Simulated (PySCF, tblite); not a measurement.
# C3H10BGeN: geometry, infrared bands and NMR shifts

Aim: predict the infrared bands and NMR shifts of C3H10BGeN (`N[B]1CC[CH2][GeH2]1`).

Programs: tblite 0.8.0 and PySCF 2.14.0, with density-fitted response routines of our own. Each step states its level of theory. These are calculated values for one molecule in the gas phase, unless marked as measured. Atoms are numbered from 0 throughout.

## 1. The molecule as given

16 atoms, charge 0, multiplicity 1; geometry from: force field or distance geometry start.

Bonds of the start (Å): N0–B1 1.54, B1–C2 1.57, C2–C3 1.55, C3–C4 1.53, C4–Ge5 1.93, Ge5–B1 1.99, N0–H6 1.05, N0–H7 1.05, C2–H8 1.11, C2–H9 1.11, C3–H10 1.12, C3–H11 1.11, C4–H12 1.12, C4–H13 1.12, Ge5–H14 1.56, Ge5–H15 1.56.

## 2. Relaxing the molecule with GFN2-xTB

The job: settings as JSON, then the geometry in Å.

```
{"job": {"kind": "relax", "xc": "GFN2-xTB", "basis": "xTB"}, "charge": 0, "multiplicity": 1}
N      2.220900    -1.253900     0.228600
B      0.796000    -0.718100     0.428600
C     -0.362800    -1.206300    -0.516000
C     -1.555800    -0.223800    -0.380200
C     -1.061000     1.213700    -0.251500
Ge     0.498000     1.192000     0.880900
H      2.600000    -0.766200    -0.616700
H      2.788600    -0.935500     1.051900
H     -0.679000    -2.237700    -0.252100
H     -0.011400    -1.192000    -1.564300
H     -2.126800    -0.491300     0.547600
H     -2.246300    -0.335700    -1.236900
H     -1.851500     1.872200     0.180600
H     -0.762600     1.592100    -1.264300
H      1.627800     2.127900     0.365400
H      0.118100     1.371500     2.386900
```

Launch:

```
OMP_NUM_THREADS=1 python probes_run.py task.json out
```

The driver reads the jobs from task.json and runs them one after another.

**Question.** This job is followed by: GFN2-xTB harmonic vibrations, gas phase; GIAO PBE0/pcSseg-1 NMR shielding, non-relativistic, gas phase. What will the session give for the following? strongest single infrared mode (GFN2-xTB); zero-point energy (GFN2-xTB); 13C shifts against TMS (PBE0/pcSseg-1); 1H shifts against TMS (PBE0/pcSseg-1, means over atoms taken as alike); 15N shifts against NH3 (PBE0/pcSseg-1); 11B shifts against BF3·OEt2 (PBE0/pcSseg-1); 73Ge shifts against GeMe4 (PBE0/pcSseg-1).

The runs gave:

| quantity | value |
| --- | --- |
| strongest single infrared mode (GFN2-xTB) | 1967 cm⁻¹, 647 km/mol |
| zero-point energy (GFN2-xTB) | 79.9 kcal/mol |
| 13C shifts against TMS (PBE0/pcSseg-1) | 31.3, 29.6, 16.0 ppm |
| 1H shifts against TMS (PBE0/pcSseg-1, means over atoms taken as alike) | 4.96, 3.48, 1.77, 1.18, 1.03 ppm |
| 15N shifts against NH3 (PBE0/pcSseg-1) | 123.4 ppm |
| 11B shifts against BF3·OEt2 (PBE0/pcSseg-1) | 53.7 ppm |
| 73Ge shifts against GeMe4 (PBE0/pcSseg-1) | -275 ppm |

What this shows: Relaxing lowered the energy by 1.565 eV in 101 steps; the close pair that moved most is N0–B1, from 1.535 to 1.376 Å. All 42 modes are real, so the xTB geometry is a minimum. The strongest single mode, at 1967 cm⁻¹, moves mainly H15 and H14. Unscaled tight-binding wavenumbers are off by several per cent, some by more. Its intensities can rank the bands wrongly. At PBE0/pcSseg-1: The widest tensor belongs to Ge5: span 247 ppm, with a paramagnetic part of -1149 ppm. Spin-orbit coupling is left out, which matters for shieldings and couplings at and beside the heavy atoms.
